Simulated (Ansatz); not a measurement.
# CH₄BBrO: basis-set convergence

An exercise on one series of results from a longer session: the logs are not shown, and one member is left open.

The runs use Ansatz 0.2.0, Gaussian basis; one geometry, several basis sets.

Levels to be run: PBE0-D4/def2-SVP; ωB97M-V/def2-SVP; PBE0-D4/def2-QZVPP; ωB97M-V/def2-QZVPP; the functionals' def2-TZVPP values are taken from earlier runs.

### The relaxed structure

All runs share one geometry, relaxed beforehand with PBE0-D4 in a triple-zeta def2 set.

8 atoms, charge 0, spin multiplicity 1.

Atoms are counted from 1 here; the program's logs count them from 0.

Bond lengths: B1–C2 1.550 Å, B1–Br4 2.177 Å, B1–H5 1.193 Å, B1–H6 1.194 Å, C2–O3 1.317 Å, C2–H7 1.090 Å, O3–H8 0.965 Å. Angles: C2–B1–Br4 72.4°, C2–B1–H5 117.3°, C2–B1–H6 116.8°, Br4–B1–H5 108.6°, Br4–B1–H6 106.4°, H5–B1–H6 121.8°, B1–C2–O3 122.2°, B1–C2–H7 122.0°, O3–C2–H7 115.4°, C2–O3–H8 111.6°.

Set-up of the first run:

Input file in.yaml:

```yaml
crystal:
  periodic: [false, false, false]
  atoms:
    - {symbol: B, position_ang: [-0.224964, 1.050704, -0.240526]}
    - {symbol: C, position_ang: [0.124052, -0.325628, 0.380177]}
    - {symbol: O, position_ang: [1.258026, -0.944030, 0.121693]}
    - {symbol: Br, position_ang: [-1.385295, -0.461196, -1.293632]}
    - {symbol: H, position_ang: [0.563351, 1.523420, -1.000766]}
    - {symbol: H, position_ang: [-1.010722, 1.726130, 0.352782]}
    - {symbol: H, position_ang: [-0.492341, -0.783014, 1.154372]}
    - {symbol: H, position_ang: [1.259993, -1.843486, 0.470099]}
basis:
  gaussian: {orbitals: def2-SVP}
hamiltonian: {xc: pbe0, dispersion: d4}
output: {orbitals: {seedname: orbitals}}
```

Command:

```
ansatz run in.yaml --threads 2 --pin off --events-out ev --progress --plain --max-ram 4352MiB
```

Steps of the session up to this table: PBE0-D4 in def2-SVP; ωB97M-V in def2-SVP; PBE0-D4 in def2-QZVPP; ωB97M-V in def2-QZVPP.

One table of the session follows, with a row left open; its other results are not shown here.

It belongs to the step «Density functionals: the series». 

| functional | basis | HOMO (eV) |
| --- | --- | --- |
| PBE0-D4 | def2-SVP | -7.79 |
| PBE0-D4 | def2-TZVPP | -7.94 |
| PBE0-D4 | def2-QZVPP | -7.96 |
| ωB97M-V | def2-SVP | -9.98 |
| ωB97M-V | def2-TZVPP | ? |
| ωB97M-V | def2-QZVPP | -10.18 |

Q: Estimate the row for ωB97M-V, def2-TZVPP from the others.

As computed: HOMO (eV): -10.16. In the column «HOMO (eV)» it lies between ωB97M-V, def2-QZVPP (-10.18) and ωB97M-V, def2-SVP (-9.98).
